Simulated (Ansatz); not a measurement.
# GaH6N: the cost of one run

Method: RKS PBE/def2-SVP, in Ansatz 0.2.0.

## (1) Starting point

Bond lengths: Ga1–N2 2.280 Å, N2–H3 1.060 Å, N2–H4 1.060 Å, Ga1–H5 1.570 Å, Ga1–H6 1.570 Å. Angles: Ga1–N2–H3 120.0°, Ga1–N2–H4 120.0°, H3–N2–H4 120.0°, N2–Ga1–H5 120.0°, N2–Ga1–H6 120.0°, H5–Ga1–H6 120.0°.

As a file:

```xyz
8

Ga    0.0000    0.0000    0.0000
N     0.0000    0.0000    2.2800
H    -0.8770   -0.2713    2.8100
H     0.8770    0.2713    2.8100
H     1.3596    0.0000   -0.7850
H    -1.3596    0.0000   -0.7850
H    -0.2339    1.7591    0.5897
H    -0.1834    1.3794    1.5756
```

## (2) Pulling towards end A

Springs on the bonds that form and break draw the guess towards this end; the thresholds are loose.

Input file input.yaml:

```yaml
crystal:
  periodic: [false, false, false]
  atoms:
    - { symbol: Ga, position_ang: [0.0, 0.0, 0.0] }
    - { symbol: "N", position_ang: [0.0, 0.0, 2.28] }
    - { symbol: H, position_ang: [-0.877, -0.2713, 2.81] }
    - { symbol: H, position_ang: [0.877, 0.2713, 2.81] }
    - { symbol: H, position_ang: [1.3596, 0.0, -0.785] }
    - { symbol: H, position_ang: [-1.3596, 0.0, -0.785] }
    - { symbol: H, position_ang: [-0.2339, 1.7591, 0.5897] }
    - { symbol: H, position_ang: [-0.1834, 1.3794, 1.5756] }
basis:
  gaussian: { orbitals: def2-SVP }
hamiltonian:
  xc: pbe
relax:
  f_tol: 0.15
  max_steps: 25
  restrain:
    - { distance: [0, 6], at: 2.77, k: 30.0 }
    - { distance: [7, 1], at: 2.26, k: 30.0 }
    - { distance: [0, 1], at: 1.93, k: 30.0 }
    - { distance: [7, 6], at: 0.66, k: 30.0 }
```

Launch:

```bash
$ ansatz run input.yaml --threads 1 --pin off --max-ram 2048MiB --backend cpu --events-out ev --progress --plain --runs-dir out
```

**Question.** How long does this run take on 1 thread of Arm Neoverse V2, shared host, and how much memory does it need?

About 12 s, with a peak of 0.13 GiB.
